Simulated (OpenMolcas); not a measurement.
# A workflow on Si2H4F2 (SMILES F[SiH2][SiH2]F)

We compute a single-point energy (HF/ANO-RCC-MB), then a single-point energy (CASSCF(2,2)/ANO-RCC-VDZP), then the energy along one coordinate (CASPT2(2,2)/ANO-RCC-VDZP), then the energy along one coordinate (SC-NEVPT2(2,2)/ANO-RCC-VDZP), then the energy along one coordinate (MC-PDFT[tPBE](2,2)/ANO-RCC-VDZP) of Si2H4F2. 

The results are computed with OpenMolcas 26.06.

### Step 1. The molecule

Si2H4F2 has 8 atoms, charge 0, and is taken as a singlet. SMILES: `F[SiH2][SiH2]F`. The coordinates come from a PBE0-D4/def2-TZVP relaxation. This is one conformer, not always the lowest.

Bond lengths: F1–Si2 1.605 Å, Si2–Si3 2.350 Å, Si3–F4 1.605 Å, Si2–H5 1.485 Å, Si2–H6 1.487 Å, Si3–H7 1.487 Å, Si3–H8 1.485 Å. Some angles: F1–Si2–Si3 110.4°, Si2–Si3–F4 110.4°, F1–Si2–H5 108.0°, F1–Si2–H6 108.1°, Si3–Si2–H5 111.7°, Si3–Si2–H6 109.2°, Si2–Si3–H7 109.2°, Si2–Si3–H8 111.7°, F4–Si3–H7 108.1°, F4–Si3–H8 108.0°.

### Step 2. A single-point energy at HF/ANO-RCC-MB (DKH2) (run 1)

mol.xyz reads:

```xyz
8

F     -1.934800     1.205800    -0.274500
Si    -0.357800     1.128100     0.012400
Si     0.358600    -1.109600     0.044100
F      0.281000    -1.742000    -1.428800
H      0.340100     1.914200    -1.037000
H     -0.099800     1.743700     1.341600
H      1.774800    -1.164000     0.495400
H     -0.477100    -1.941900     0.946800
```

step1.inp reads:

```
&GATEWAY
Coord=mol.xyz
Basis=ANO-RCC-MB
Group=NoSym
&SEWARD
&SCF
PrOrbitals=0
&LOCALISATION
Occupied
Freeze
Pipek-Mezey
&LOCALISATION
FileOrb=$Project.LocOrb
Virtual
Pipek-Mezey
```

On the command line:

```sh
$ export MOLCAS_MEM=1860
$ pymolcas step1.inp > step1.log
```

Output:

```text
--- Start Module: gateway ---
[...]
--- Stop Module: gateway /rc=_RC_ALL_IS_WELL_ ---
[...]
      Basis functions           32
[...]
       Convergence after   9 Iterations
[...]
::    Total SCF energy                               -780.2970666753
[...]
      Total spin, S                                     0.0000000000
[...]
      Total electronic charge=   50.000000
      Total            charge=   -0.000000
[...]
      Dipole Moment (debye):
      Origin of the operator (angstrom)=   -0.3046   -0.0930   -0.2962
                   X=  1.8123E+00               Y=  6.0785E-01               Z=  1.9277E+00           Total=  2.7148E+00
      Quadrupole Moment (debye*angstrom):
[...]
--- Start Module: localisation ---
[...]
--- Stop Module: localisation /rc=_RC_ALL_IS_WELL_ ---
--- Start Module: localisation ---
[...]
--- Stop Module: localisation /rc=_RC_ALL_IS_WELL_ ---
[...]
```

Run time: 2.8 s. Hardware: 1 thread of Arm Neoverse V2, shared host; peak memory 0.38 GiB.

### Step 3. A single-point energy at CASSCF(2,2)/ANO-RCC-VDZP (DKH2, RICD fitting) (run 2)

mol.xyz is that of step 2.

step2.inp reads:

```
* F2H4Si2 CASSCF
>>> EXPORT MOLCAS_PRINT=2
&GATEWAY
COORD
mol.xyz
BASIS
ANO-RCC-MB
GROUP
NoSym
&SEWARD
&RASSCF
FILEORB
$CurrDir/step1.LocOrb
ALTER
2
1 24 25
1 26 29
SPIN
1
NACTEL
2 0 0
INACTIVE
24
RAS2
2
ORBLISTING
Nothing
>>> COPY $Project.RunFile RUNFIL1
>>> COPY $Project.RasOrb INPORB
&GATEWAY
COORD
mol.xyz
BASIS
ANO-RCC-VDZP
GROUP
NoSym
RICD
&SEWARD
>>> COPY $Project.RunFile RUNFIL2
&EXPBAS
&RASSCF
FILEORB
$Project.ExpOrb
SPIN
1
NACTEL
2 0 0
INACTIVE
24
RAS2
2
ORBLISTING
Nothing
ORBAPPEAR
Compact
```

On the command line:

```sh
$ export MOLCAS_MEM=1860
$ pymolcas step2.inp > step2.log
```

Output:

```text
--- Start Module: gateway ---
[...]
--- Stop Module: gateway /rc=_RC_ALL_IS_WELL_ ---
[...]
      Basis functions           32
[...]
      Number of active orbitals                  2
[...]
      Spin quantum number                      0.0
[...]
      Active orbitals                            2
[...]
      Number of CSFs                             3
[...]
      Number of root(s) required                 1
[...]
      Convergence after  9 iterations
[...]
      printout of CI-coefficients larger than  0.05 for root  1
      energy=    -780.310944
      conf/sym  11     Coeff  Weight
             1  20   0.99385 0.98774
             3  02  -0.11073 0.01226
      Natural orbitals and occupation numbers for root  1
      sym 1:   1.975477   0.024523
      ************************************************************************************************************************
      *                                                    Final results                                                     *
[...]
::    RASSCF root number  1 Total energy:   -780.31094393
[...]
      Basis functions           84
[...]
--- Start Module: expbas ---
[...]
--- Stop Module: expbas /rc=_RC_ALL_IS_WELL_ ---
--- Start Module: rasscf ---
[...]
      Convergence after 14 iterations
[...]
      Natural orbitals and occupation numbers for root  1
      sym 1:   1.981469   0.018531
      ************************************************************************************************************************
      *                                                    Final results                                                     *
[...]
::    RASSCF root number  1 Total energy:   -780.67176442
[...]
      Total electronic charge=   50.000000
      Total            charge=   -0.000000
[...]
      Dipole Moment (debye):
      Origin of the operator (angstrom)=   -0.3046   -0.0930   -0.2962
                   X=  1.6785E+00               Y=  6.0211E-01               Z=  1.7164E+00           Total=  2.4750E+00
      Quadrupole Moment (debye*angstrom):
[...]
--- Stop Module: rasscf /rc=_RC_ALL_IS_WELL_ ---
[...]
```

It took 8.7 s on 1 thread of Arm Neoverse V2, shared host; peak memory 0.38 GiB.

### Step 4. The energy along one coordinate at CASPT2(2,2)/ANO-RCC-VDZP (DKH2, RICD fitting, ipea shift 0.25 Eh, pt2 variant SS) (run 3)

step3.inp reads:

```
>>> EXPORT MOLCAS_PRINT=2
>>> COPY $CurrDir/step2.RasOrb $Project.RasOrb
>>> ForEach K in (1, 2, 3, 4, 5, 6, 7, 8, 9)
&gateway
coord=$CurrDir/point$K.xyz
basis=ANO-RCC-VDZP
group=NoSym
ricd
&seward
&rasscf
fileorb=$Project.RasOrb
spin=1
nactel=2 0 0
inactive=24
ras2=2
orblisting=Nothing
orbappear=Compact
&caspt2
imaginary=0.2
frozen=12
>>> EndDo
```

On the command line:

```sh
$ export MOLCAS_MEM=1860
$ pymolcas step3.inp > step3.log
```

Output, cut to the lines that bear on the results:

```text
[...]
      Basis functions           84
[...]
      Number of active orbitals                  2
[...]
      Spin quantum number                      0.0
[...]
      Active orbitals                            2
[...]
      Number of CSFs                             3
[...]
      Number of root(s) required                 1
[...]
      Convergence after 10 iterations
[...]
      Natural orbitals and occupation numbers for root  1
      sym 1:   1.987420   0.012580
      ************************************************************************************************************************
      *                                                    Final results                                                     *
[...]
::    RASSCF root number  1 Total energy:   -780.66085923
[...]
      E2 (Variational):          -0.5689484245
[...]
::    CASPT2 Root  1     Total energy:   -781.22980765
[...]
      Convergence after 11 iterations
[...]
      Natural orbitals and occupation numbers for root  1
      sym 1:   1.981487   0.018513
      ************************************************************************************************************************
      *                                                    Final results                                                     *
[...]
      Convergence after 11 iterations
[...]
      Natural orbitals and occupation numbers for root  1
      sym 1:   1.800737   0.199263
      ************************************************************************************************************************
      *                                                    Final results                                                     *
[...]
      Convergence after 11 iterations
[...]
      Natural orbitals and occupation numbers for root  1
      sym 1:   1.601846   0.398154
      ************************************************************************************************************************
      *                                                    Final results                                                     *
[...]
      Convergence after 10 iterations
[...]
::    RASSCF root number  1 Total energy:   -780.53853188
[...]
::    CASPT2 Root  1     Total energy:   -781.09972162
[...]
      Convergence after  7 iterations
[...]
::    RASSCF root number  1 Total energy:   -780.53460800
[...]
      E2 (Variational):          -0.5605396550
[...]
::    CASPT2 Root  1     Total energy:   -781.09514765
[...]
```

It took 55 s on 1 thread of Arm Neoverse V2, shared host; peak memory 0.086 GiB.

The scan, from its lowest point:

| H5–Si2 (Å) | energy (kJ/mol) |
| --- | --- |
| 1.337 | 26.1 |
| 1.485 | 0.0 |
| 1.634 | 14.4 |
| 1.857 | 70.4 |
| 2.154 | 160.3 |
| 2.525 | 255.9 |
| 2.971 | 328.1 |
| 3.565 | 367.6 |
| 4.456 | 379.6 |

### Step 5. An energy scan at SC-NEVPT2(2,2)/ANO-RCC-VDZP (DKH2, RICD fitting, pt2 variant SC-NEVPT2) (run 4)

step4.input reads:

```
>>> COPY $CurrDir/step2.RasOrb $Project.RasOrb
>>> ForEach K in (1, 2, 3, 4, 5, 6, 7, 8, 9)

&GATEWAY
 Coord=$CurrDir/point$K.xyz
 Basis=ANO-RCC-VDZP
 Group=NoSym
 RICD

&SEWARD

&RASSCF
 FileOrb=$Project.RasOrb
 Spin=1
 Nactel=2 0 0
 Inactive=24
 Ras2=2
 OrbListing=Nothing
 OrbAppear=Compact

&CASPT2
 SC-NEVPT2
 Frozen=12
>>> EndDo
```

On the command line:

```sh
$ export MOLCAS_MEM=1860
$ pymolcas step4.input > step4.log
```

Output, cut to the lines that bear on the results:

```text
[...]
      Basis functions           84
[...]
      Number of active orbitals                  2
[...]
      Spin quantum number                      0.0
[...]
      Active orbitals                            2
[...]
      Number of CSFs                             3
[...]
      Number of root(s) required                 1
[...]
      Convergence after 10 iterations
[...]
      Natural orbitals and occupation numbers for root  1
      sym 1:   1.987420   0.012580
      ************************************************************************************************************************
      *                                                    Final results                                                     *
[...]
::    RASSCF root number  1 Total energy:   -780.66085923
[...]
      E2 (Variational):          -0.5634595126
[...]
::    SC-NEVPT2 Root  1     Total energy:   -781.22430314
[...]
      Convergence after 11 iterations
[...]
      Natural orbitals and occupation numbers for root  1
      sym 1:   1.981487   0.018513
      ************************************************************************************************************************
      *                                                    Final results                                                     *
[...]
      Convergence after 11 iterations
[...]
      Natural orbitals and occupation numbers for root  1
      sym 1:   1.800737   0.199263
      ************************************************************************************************************************
      *                                                    Final results                                                     *
[...]
      Convergence after 11 iterations
[...]
      Natural orbitals and occupation numbers for root  1
      sym 1:   1.601846   0.398154
      ************************************************************************************************************************
      *                                                    Final results                                                     *
[...]
      Convergence after 10 iterations
[...]
::    RASSCF root number  1 Total energy:   -780.53853188
[...]
::    SC-NEVPT2 Root  1     Total energy:   -781.09824426
[...]
      Convergence after  7 iterations
[...]
::    RASSCF root number  1 Total energy:   -780.53460800
[...]
      E2 (Variational):          -0.5593334342
[...]
::    SC-NEVPT2 Root  1     Total energy:   -781.09394143
[...]
```

Wall time 53 s (1 thread of Arm Neoverse V2, shared host); peak memory 0.086 GiB.

The scan, from its lowest point:

| H5–Si2 (Å) | energy (kJ/mol) |
| --- | --- |
| 1.337 | 27.8 |
| 1.485 | 0.0 |
| 1.634 | 13.1 |
| 1.857 | 67.4 |
| 2.154 | 155.8 |
| 2.525 | 250.0 |
| 2.971 | 320.9 |
| 3.565 | 358.8 |
| 4.456 | 370.1 |

### Step 6. The energy along one coordinate at MC-PDFT[tPBE](2,2)/ANO-RCC-VDZP (DKH2, RICD fitting) (run 5)

step5.inp reads:

```
>>> COPY $CurrDir/step2.RasOrb $Project.RasOrb
>>> ForEach K in (1, 2, 3, 4, 5, 6, 7, 8, 9)

&GATEWAY
  Coord=$CurrDir/point$K.xyz
  Basis=ANO-RCC-VDZP
  Group=NoSym
  RICD

&SEWARD

&RASSCF
  FileOrb=$Project.RasOrb
  Spin=1
  Nactel=2 0 0
  Inactive=24
  Ras2=2
  OrbListing=Nothing
  OrbAppear=Compact

&MCPDFT
  KSDFT=T:PBE
>>> EndDo
```

On the command line:

```sh
$ export MOLCAS_MEM=1860
$ pymolcas step5.inp > step5.log
```

Output, cut to the lines that bear on the results:

```text
--- Start Module: gateway ---
[...]
      Basis functions           84
[...]
      Number of active orbitals                  2
[...]
      Spin quantum number                      0.0
[...]
      Active orbitals                            2
[...]
      Number of CSFs                             3
[...]
      Number of root(s) required                 1
[...]
      Convergence after 10 iterations
[...]
      Natural orbitals and occupation numbers for root  1
      sym 1:   1.987420   0.012580
      ************************************************************************************************************************
      *                                                    Final results                                                     *
[...]
::    RASSCF root number  1 Total energy:   -780.66085923
[...]
::    MCPDFT root number  1 Total energy:   -782.13318542
[...]
      Convergence after 11 iterations
[...]
      Natural orbitals and occupation numbers for root  1
      sym 1:   1.981487   0.018513
      ************************************************************************************************************************
      *                                                    Final results                                                     *
[...]
      Convergence after 11 iterations
[...]
      Natural orbitals and occupation numbers for root  1
      sym 1:   1.800737   0.199263
      ************************************************************************************************************************
      *                                                    Final results                                                     *
[...]
      Convergence after 11 iterations
[...]
      Natural orbitals and occupation numbers for root  1
      sym 1:   1.601846   0.398154
      ************************************************************************************************************************
      *                                                    Final results                                                     *
[...]
      Convergence after 10 iterations
[...]
::    RASSCF root number  1 Total energy:   -780.53853188
[...]
::    MCPDFT root number  1 Total energy:   -782.00015609
[...]
      Convergence after  7 iterations
[...]
::    RASSCF root number  1 Total energy:   -780.53460800
[...]
      Total electronic charge=   50.000000
      Total            charge=   -0.000000
[...]
::    MCPDFT root number  1 Total energy:   -781.99621908
[...]
```

It took 62 s on 1 thread of Arm Neoverse V2, shared host; peak memory 0.086 GiB.

The scan, from its lowest point:

| H5–Si2 (Å) | energy (kJ/mol) |
| --- | --- |
| 1.337 | 28.0 |
| 1.485 | 0.0 |
| 1.634 | 12.3 |
| 1.857 | 65.7 |
| 2.154 | 154.6 |
| 2.525 | 253.7 |
| 2.971 | 333.4 |
| 3.565 | 377.3 |
| 4.456 | 387.7 |

### Step 7. Results

| quantity | value |
| --- | --- |
| run 1, HF/ANO-RCC-MB: total energy | -780.29707 Eh |
| run 1, HF/ANO-RCC-MB: dipole moment | 2.71 D |
| run 1, HF/ANO-RCC-MB: HOMO energy | -12.15 eV |
| run 1, HF/ANO-RCC-MB: LUMO energy | 4.12 eV |
| run 1, HF/ANO-RCC-MB: HOMO–LUMO gap | 16.27 eV |
| run 2, CASSCF(2,2)/ANO-RCC-VDZP: total energy | -780.67176 Eh |
| run 2, CASSCF(2,2)/ANO-RCC-VDZP: dipole moment (CASSCF density) | 2.48 D |
| run 3, CASPT2(2,2)/ANO-RCC-VDZP: lowest energy of the scan | -781.23974 Eh |
| run 4, SC-NEVPT2(2,2)/ANO-RCC-VDZP: lowest energy of the scan | -781.23490 Eh |
| run 5, MC-PDFT[tPBE](2,2)/ANO-RCC-VDZP: lowest energy of the scan | -782.14387 Eh |

**Reading.** Mulliken charges (run 1, HF/ANO-RCC-MB) run from -0.56 on F1 to +0.67 on Si2; they depend strongly on the basis. Mulliken charges (run 2, CASSCF(2,2)/ANO-RCC-VDZP) run from -0.51 on F1 to +0.73 on Si2.
